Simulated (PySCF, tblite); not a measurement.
# C2H10F2SSi3: geometry, infrared bands and NMR shifts

What infrared bands and NMR shifts should C2H10F2SSi3 (`F[C@@H](C[SiH3])[Si@@H](F)S[SiH3]`) show?

The runs use tblite 0.8.0 and PySCF 2.14.0, with density-fitted response routines of our own; the level of theory stands in each step. All values are computed, except where a source is named. Atoms are numbered from 0 throughout.

### Step 1. The molecule as given

18 atoms, charge 0, multiplicity 1; geometry from: force field or distance geometry start.

Bonds of the start (Å): F0–C1 1.37, C1–C2 1.51, C2–Si3 1.88, C1–Si4 1.88, Si4–F5 1.61, Si4–S6 2.15, S6–Si7 2.14, C1–H8 1.10, C2–H9 1.10, C2–H10 1.10, Si3–H11 1.48, Si3–H12 1.48, Si3–H13 1.49, Si4–H14 1.48, Si7–H15 1.48, Si7–H16 1.48, Si7–H17 1.48.

### Step 2. Relaxing the molecule with GFN2-xTB

Job settings and geometry (Å):

```
{"job": {"kind": "relax", "xc": "GFN2-xTB", "basis": "xTB"}, "charge": 0, "multiplicity": 1}
F      0.328700     1.048000     0.945200
C     -0.378300    -0.123100     0.886400
C     -1.396200    -0.026600    -0.227200
Si    -2.788500     1.197200     0.087000
Si     0.869700    -1.524700     0.759900
F      0.059900    -2.900800     0.944400
S      1.812200    -1.605100    -1.172100
Si     2.986400     0.159000    -0.885100
H     -0.868700    -0.238300     1.866700
H     -1.865400    -1.004500    -0.410400
H     -0.912300     0.279600    -1.161500
H     -3.767200     1.150900    -1.020500
H     -2.266000     2.570900     0.242800
H     -3.480500     0.808700     1.347400
H      1.903500    -1.447500     1.817000
H      2.092400     1.337900    -0.983000
H      3.995300     0.221100    -1.965800
H      3.666400     0.103600     0.423700
```

Run with:

```console
$ OMP_NUM_THREADS=1 python probes_run.py task.json out
```

One launch serves the whole session: the jobs run in the order shown.

**Question.** This job is followed by: GFN2-xTB harmonic vibrations, gas phase; GIAO PBE0/pcSseg-1 NMR shielding, non-relativistic, gas phase. Predict these results of the whole session: strongest single infrared mode (GFN2-xTB); zero-point energy (GFN2-xTB); 13C shifts against TMS (PBE0/pcSseg-1); 1H shifts against TMS (PBE0/pcSseg-1, means over atoms taken as alike); 19F shifts against CFCl3 (PBE0/pcSseg-1); 29Si shifts against TMS (PBE0/pcSseg-1); 33S shifts against CS2 (PBE0/pcSseg-1); surface potential, 1st and 99th percentile.

**Answer**, as computed:

| quantity | value |
| --- | --- |
| strongest single infrared mode (GFN2-xTB) | 792 cm⁻¹, 477 km/mol |
| zero-point energy (GFN2-xTB) | 68.3 kcal/mol |
| 13C shifts against TMS (PBE0/pcSseg-1) | 91.9, 13.0 ppm |
| 1H shifts against TMS (PBE0/pcSseg-1, means over atoms taken as alike) | 5.71, 4.82, 4.57, 4.00, 1.69, 0.92 ppm |
| 19F shifts against CFCl3 (PBE0/pcSseg-1) | -192.4, -249.4 ppm |
| 29Si shifts against TMS (PBE0/pcSseg-1) | 11.6, -61.7, -74.5 ppm |
| 33S shifts against CS2 (PBE0/pcSseg-1) | -310 ppm |
| surface potential, 1st and 99th percentile | -0.90 V and 1.47 V |

**Reading.** Relaxing lowered the energy by 0.219 eV in 132 steps; the close pair that moved most is S6–Si7, from 2.138 to 2.174 Å. All 48 modes are real, so the xTB geometry is a minimum. The strongest single mode, at 792 cm⁻¹, is carried by H11, H12, H13, Si3. GFN2-xTB is a fitted tight-binding method: band positions and strengths are rough. Its intensities can rank the bands wrongly. The most deshielded carbon is C1 (sp3 CH bonded to F and Si), at 91.9 ppm: pulled downfield by the heteroatom. At PBE0/pcSseg-1: The largest span, 184 ppm, is at S6, where the paramagnetic term is -247 ppm. By nearest atom (PBE0/pcSseg-1), the HOMO sits on S6 68 % and the LUMO on Si4 23 %; F5 12 %.
